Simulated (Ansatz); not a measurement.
# SnSe2: the cost of one run

Program: Ansatz 0.2.0. Level of theory: DFT PBE+D3(BJ), scalar-relativistic, plane waves, PAW. These are calculated values, not measurements.

The COD entry's cell or inner coordinates are ideal or old and differ from later refinements, so a difference from it is no clean test against experiment.

18 further runs of the same task are left out: 18 set aside as unsound or not needed.

## 1. The structure to begin with

Symmetry: P-3m1, No. 164, trigonal system. Conventional cell: a = 3.749 Å, b = 3.749 Å, c = 32.374 Å, α = 90.00°, β = 90.00°, γ = 120.00°. Around Se (site symmetry 3m) lie 3 Sn at 2.62 Å. Sn (site symmetry -3m) is surrounded by 6 Se at 2.62 Å.

Coordinates:

```cif
data_structure
_symmetry_space_group_name_H-M 'P-3m1'
_symmetry_Int_Tables_number 164
_cell_length_a 3.7490
_cell_length_b 3.7490
_cell_length_c 32.3737
_cell_angle_alpha 90.000
_cell_angle_beta 90.000
_cell_angle_gamma 120.000
_cell_volume 394.05
loop_
_atom_site_label
_atom_site_type_symbol
_atom_site_symmetry_multiplicity
_atom_site_Wyckoff_symbol
_atom_site_fract_x
_atom_site_fract_y
_atom_site_fract_z
_atom_site_occupancy
Se1 Se 2 d 0.66667 0.33333 0.45442 1
Sn1 Sn 1 b 0.00000 0.00000 0.50000 1
```

This is the geometry of the first run shown, built on a cell relaxed beforehand with the same method.

## 2. The scan

Atoms count from 1 in the order of the input.

The lattice constant and the thickness of a sheet are varied, nothing relaxed.

The axes are (1) lattice constant a of the sheet (both vectors scaled alike): 7 values from 3.596 to 4.055 Å; (2) thickness: height of Se3 above Se1, all heights scaled alike: 7 values from 2.951 to 3.450 Å.

Nothing else is relaxed. Points are written as (first, second).

## 3. The run at (3.749 Å, 2.951 Å)

The sheet is isolated along c: the input cuts the Coulomb interaction between periodic copies.

Input file input.yaml:

```yaml
crystal:
  lattice:
    - [3.749, 0.0, 0.0]
    - [-1.8745, 3.2467292388, 0.0]
    - [0.0, 0.0, 32.3737046298]
  atoms:
    - { symbol: Se, position: [0.6666666667, 0.3333333333, 0.4544228868] }
    - { symbol: Sn, position: [0.0, 0.0, 0.5] }
    - { symbol: Se, position: [0.3333333333, 0.6666666667, 0.5455771132] }
  periodic: [true, true, false]
basis:
  ecutwfc: 420
kpoints:
  mp_grid: { grid: [9, 9, 1] }
hamiltonian:
  xc: pbe
  dispersion: d3bj
scf:
  occupations: { method: gaussian, width: 0.02 }
output:
  forces: true
  stress: true
  eigenvalues: true
```

Command:

```
> ansatz run input.yaml --threads 1 --pin off --max-ram 3072MiB --backend cpu --events-out ev --progress --plain --runs-dir out
```

Q: Estimate wall time and peak memory on 1 thread of Arm Neoverse V2, shared host.

About 7.1 s, with a peak of 0.55 GiB.
